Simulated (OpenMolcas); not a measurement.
# InCl3 (SMILES [Cl][In]([Cl])[Cl]) at OLYP/def2-TZVPD (RICD fitting, core potential)

Aim: the vertical singlet–triplet gap of InCl3 at OLYP/def2-TZVPD (RICD fitting, core potential), from 2 runs. 

Program for the calculation: OpenMolcas 26.06.

## (1) The structure to begin with

The species is InCl3 (4 atoms), meant as a singlet with charge 0. SMILES: `[Cl][In]([Cl])[Cl]`. Geometry: relaxed at PBE0-D4/def2-TZVP.

Bond lengths: Cl1–In2 2.293 Å, In2–Cl3 2.293 Å, In2–Cl4 2.293 Å. Angles: Cl1–In2–Cl3 120.0°, Cl1–In2–Cl4 120.0°, Cl3–In2–Cl4 120.0°.

## (2) The energy at OLYP/def2-TZVPD (RICD fitting, core potential)

File job.inp:

```
* Cl3In Kohn-Sham DFT

&gateway
 baslib=$CurrDir
 coord
 4
 angstrom
 Cl      -0.202900       0.521500       2.213600
 In       0.014400      -0.014800      -0.005300
 Cl       1.015900      -1.985200      -0.615300
 Cl      -0.772000       1.418300      -1.613200
 basis=def2-TZVPD
 group=NoSym
 ricd

&seward
 gridinput
 Grid=Fine
 End of Grid

&scf
 ksdft=OLYP
 prorbitals=0
```

The basis set def2-TZVPD is read from a file made from the Basis Set Exchange's data (not shown).

Launch:

```console
$ export MOLCAS_MEM=1860
$ pymolcas job.inp > job.log
```

Output:

```text
--- Start Module: gateway ---
[...]
--- Stop Module: gateway /rc=_RC_ALL_IS_WELL_ ---
[...]
--- Start Module: seward ---
[...]
      Basis functions          194
--- Stop Module: seward /rc=_RC_ALL_IS_WELL_ ---
[...]
--- Start Module: scf ---
[...]
       Convergence after  13 Iterations
[...]
::    Total KS-DFT energy                           -1571.2078636845
[...]
      Total spin, S                                     0.0000000000
[...]
      Total electronic charge=   72.000000
      Total            charge=   -0.000000
[...]
      Dipole Moment (debye):
      Origin of the operator (angstrom)=    0.0141   -0.0150   -0.0051
                   X=  2.8907E-03               Y=  1.3130E-03               Z= -2.3149E-03           Total=  3.9292E-03
      Quadrupole Moment (debye*angstrom):
[...]
--- Stop Module: scf /rc=_RC_ALL_IS_WELL_ ---
[...]
```

Run time: 18 s. Hardware: 1 thread of Arm Neoverse V1, shared host; peak memory 0.39 GiB.

## (3) The triplet, same level

File job.inp:

```
&gateway
baslib = $CurrDir
coord
4
angstrom
Cl      -0.202900       0.521500       2.213600
In       0.014400      -0.014800      -0.005300
Cl       1.015900      -1.985200      -0.615300
Cl      -0.772000       1.418300      -1.613200
basis = def2-TZVPD
group = NoSym
ricd
&seward
gridinput
Grid=Fine
End of Grid
&scf
uhf
spin = 3
ksdft = OLYP
prorbitals = 0
```

The basis set def2-TZVPD is read from a file made from the Basis Set Exchange's data (not shown).

Launch:

```console
$ export MOLCAS_MEM=1860
$ pymolcas job.inp > job.log
```

Output:

```text
--- Start Module: gateway ---
[...]
--- Stop Module: gateway /rc=_RC_ALL_IS_WELL_ ---
[...]
--- Start Module: seward ---
[...]
      Basis functions          194
--- Stop Module: seward /rc=_RC_ALL_IS_WELL_ ---
[...]
--- Start Module: scf ---
[...]
       Convergence after  51 Iterations
[...]
::    Total KS-DFT energy                           -1571.0488920959
[...]
      Total spin, S                                     1.0009632502
[...]
      Total electronic charge=   72.000000
      Total            charge=   -0.000000
[...]
      Dipole Moment (debye):
      Origin of the operator (angstrom)=    0.0141   -0.0150   -0.0051
                   X= -1.9207E-03               Y= -1.0181E-03               Z=  3.2234E-05           Total=  2.1740E-03
      Quadrupole Moment (debye*angstrom):
[...]
--- Stop Module: scf /rc=_RC_ALL_IS_WELL_ ---
[...]
```

Run time: 65 s. Hardware: 1 thread of Arm Neoverse V1, shared host; peak memory 0.4 GiB.

## (4) Outcome

At OLYP/def2-TZVPD (RICD fitting, core potential):

```
                                        quantity           value
                           singlet: total energy  -1571.20786 Eh
                          singlet: dipole moment          0.00 D
                            singlet: HOMO energy        -7.93 eV
                            singlet: LUMO energy        -3.60 eV
                          singlet: HOMO–LUMO gap         4.33 eV
                           triplet: total energy  -1571.04889 Eh
                          triplet: dipole moment          0.00 D
     triplet: HOMO energy (highest over α and β)        -3.71 eV
                                   triplet: ⟨S²⟩           2.003
vertical energy of the triplet above the singlet        4.326 eV
```

**Reading.** At this shape the triplet lies 4.33 eV (100 kcal/mol) above the singlet. Mulliken charges (triplet) run from -0.24 on Cl3 to +0.72 on In2; in a basis this large or diffuse they mean little.
